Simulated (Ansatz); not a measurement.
**FH3MoO4: one species, many methods**

The task here is to estimate one member of a computed series from the others.

Method: functionals in def2-TZVPP, the program's frozen cores in correlated methods; program: Ansatz 0.2.0, Gaussian basis.

The runs, in order: LDA (SPW92), PBE-D4, revPBE-D4, BLYP-D4, r2SCAN-D4, B97M-V, PBE0-D4, B3LYP-D4, r2SCANh-D4, r2SCAN0-D4, HSE06-D4, BHLYP-D4, CAM-B3LYP-D4, LC-ωPBE, ωB97X-V, ωB97M-V, B2PLYP, PBE-QIDH; CCSD(T)/def2-SVP; CCSD(T)/def2-TZVPP; MP2/def2-QZVPP; extrapolation to the limit; RPA on PBE.

## The geometry

The geometry comes from an earlier relaxation with PBE0-D4 in a triple-zeta def2 set; it is a stationary point, not always the lowest conformer. Mo takes the def2 core potential; no spin-orbit term is included.

SMILES `[O]=[Mo]([OH])([OH])([OH])[F]`, 9 atoms, charge 0, spin multiplicity 1.

Atoms are counted from 1 here; the program's logs count them from 0.

Bond lengths: O1–Mo2 1.655 Å, Mo2–O3 1.881 Å, Mo2–O4 1.851 Å, Mo2–O5 1.881 Å, Mo2–F6 1.908 Å, O3–H7 0.962 Å, O4–H8 0.962 Å, O5–H9 0.962 Å. Angles: O1–Mo2–O3 109.7°, O1–Mo2–O4 102.7°, O1–Mo2–O5 109.7°, O1–Mo2–F6 101.5°, O3–Mo2–O4 91.3°, O3–Mo2–O5 138.9°, O3–Mo2–F6 80.6°, O4–Mo2–O5 91.3°, O4–Mo2–F6 155.8°, O5–Mo2–F6 80.6°, Mo2–O3–H7 117.2°, Mo2–O4–H8 127.4°, Mo2–O5–H9 117.2°.

Set-up of the first run:

in.yaml

```yaml
crystal:
  periodic: [false, false, false]
  atoms:
    - {symbol: O, position_ang: [-1.151770, 0.156369, -1.667502]}
    - {symbol: Mo, position_ang: [-0.219404, -0.005260, -0.309582]}
    - {symbol: O, position_ang: [1.517883, -0.540073, -0.793601]}
    - {symbol: O, position_ang: [-0.630401, -1.716439, 0.262943]}
    - {symbol: O, position_ang: [-1.112093, 0.747566, 1.165150]}
    - {symbol: F, position_ang: [0.657007, 1.688694, -0.245778]}
    - {symbol: H, position_ang: [2.184668, 0.149138, -0.870874]}
    - {symbol: H, position_ang: [-0.280658, -2.174177, 1.032795]}
    - {symbol: H, position_ang: [-0.876734, 1.647882, 1.409349]}
basis:
  gaussian: {orbitals: def2-TZVPP}
hamiltonian: {xc: lda}
output: {orbitals: {seedname: orbitals}}
```

The run is started by

```console
$ ansatz run in.yaml --threads 4 --pin off --events-out ev --progress --plain --max-ram 11315MiB
```

Among the steps run: LDA; PBE-D4 (GGA); revPBE-D4 (GGA); BLYP-D4 (GGA); r2SCAN-D4 (meta-GGA); B97M-V (meta-GGA); PBE0-D4 (hybrid); B3LYP-D4 (hybrid); r2SCANh-D4 (hybrid); r2SCAN0-D4 (hybrid); HSE06-D4 (hybrid); BHLYP-D4 (hybrid); CAM-B3LYP-D4 (range-separated); LC-ωPBE (range-separated); ωB97X-V (range-separated); ωB97M-V (range-separated); B2PLYP (double hybrid); PBE-QIDH (double hybrid).

One table of the session follows, with a row left open; its other results are not shown here.

It belongs to the step «Orbital energies across the functionals». 

| functional | HOMO (eV) | LUMO (eV) | gap (eV) |
| --- | --- | --- | --- |
| LDA (SPW92) | -8.07 | -4.50 | 3.57 |
| PBE-D4 | -7.82 | -4.26 | 3.57 |
| revPBE-D4 | ? | ? | ? |
| BLYP-D4 | -7.74 | -4.19 | 3.55 |
| r2SCAN-D4 | -8.24 | -4.29 | 3.95 |
| B97M-V | -8.32 | -4.27 | 4.06 |
| PBE0-D4 | -9.56 | -3.60 | 5.97 |
| B3LYP-D4 | -9.30 | -3.84 | 5.46 |
| r2SCANh-D4 | -8.89 | -4.03 | 4.86 |
| r2SCAN0-D4 | -9.87 | -3.61 | 6.26 |
| HSE06-D4 | -9.15 | -3.98 | 5.18 |
| BHLYP-D4 | -11.26 | -2.78 | 8.48 |
| CAM-B3LYP-D4 | -11.07 | -2.54 | 8.53 |
| LC-ωPBE | -12.38 | -1.33 | 11.05 |
| ωB97X-V | -12.05 | -1.40 | 10.64 |
| ωB97M-V | -11.99 | -1.43 | 10.56 |

Estimate the missing values for revPBE-D4.

The run gave: HOMO (eV): -7.73; LUMO (eV): -4.16; gap (eV): 3.57. In the column «HOMO (eV)» it is the highest.
